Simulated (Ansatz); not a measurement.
# Mg: the cost of one run

Method: DFT PBEsol, scalar-relativistic, plane waves, PAW, in Ansatz 0.2.0.

1 further run of the same task is left out (set aside as unsound or not needed).

## (1) Starting point

It takes space group P6_3/mmc (No. 194, hexagonal). The conventional cell has a = 3.187 Å, b = 3.187 Å, c = 5.114 Å, α = 90.00°, β = 90.00°, γ = 120.00°. Mg (site symmetry -6m2) has 12 Mg at 3.15 to 3.19 Å as nearest neighbours.

Structure file:

```xyz
2
Lattice="3.1872 0.0000 0.0000 -1.5936 2.7602 0.0000 0.0000 0.0000 5.1136" Properties=species:S:1:pos:R:3 pbc="T T T"
Mg    0.0000    1.8401    1.2784
Mg    1.5936    0.9201    3.8352
```

This cell was relaxed beforehand with the same method: volume 22.49 Å³/atom, gap on the mesh none (metal).

## (2) Static run: bands, density of states and charges

input.yaml reads:

```yaml
crystal:
  lattice:
    - [3.1871890187, 0.0, 0.0]
    - [-1.5935945094, 2.7601866569, 0.0]
    - [0.0, 0.0, 5.1135935889]
  atoms:
    - { symbol: Mg, position: [0.3333333333, 0.6666666667, 0.25] }
    - { symbol: Mg, position: [0.6666666667, 0.3333333333, 0.75] }
basis:
  ecutwfc: 420
kpoints:
  mp_grid: { grid: [18, 18, 8] }
  band_path:
    path:
      - [[0.0, 0.0, 0.0], [0.5, 0.0, 0.0], [0.33333333, 0.33333333, 0.0], [0.0, 0.0, 0.0], [0.0, 0.0, 0.5], [0.5, 0.0, 0.5], [0.33333333, 0.33333333, 0.5], [0.0, 0.0, 0.5]]
      - [[0.5, 0.0, 0.5], [0.5, 0.0, 0.0]]
      - [[0.33333333, 0.33333333, 0.5], [0.33333333, 0.33333333, 0.0]]
    npoints: 14
hamiltonian:
  xc: pbesol
scf:
  occupations: { method: gaussian, width: 0.1 }
  n_extra_bands: 6
output:
  forces: true
  stress: true
  eigenvalues: true
  populations: true
  dos: { projected: true, de: 0.02, nscf_kmesh: { grid: [27, 27, 12] } }
  bader: true
  write_density: true
  write_potential: true
  elf: true
  volumetric_format: npy
```

On the command line:

```bash
$ ansatz run input.yaml --threads 1 --pin off --max-ram 2560MiB --backend cpu --events-out ev --progress --plain --runs-dir out
```

**Question.** How long does this run take on 1 thread of Arm Neoverse V2, shared host, and how much memory does it need?

About 21 s, with a peak of 0.44 GiB.
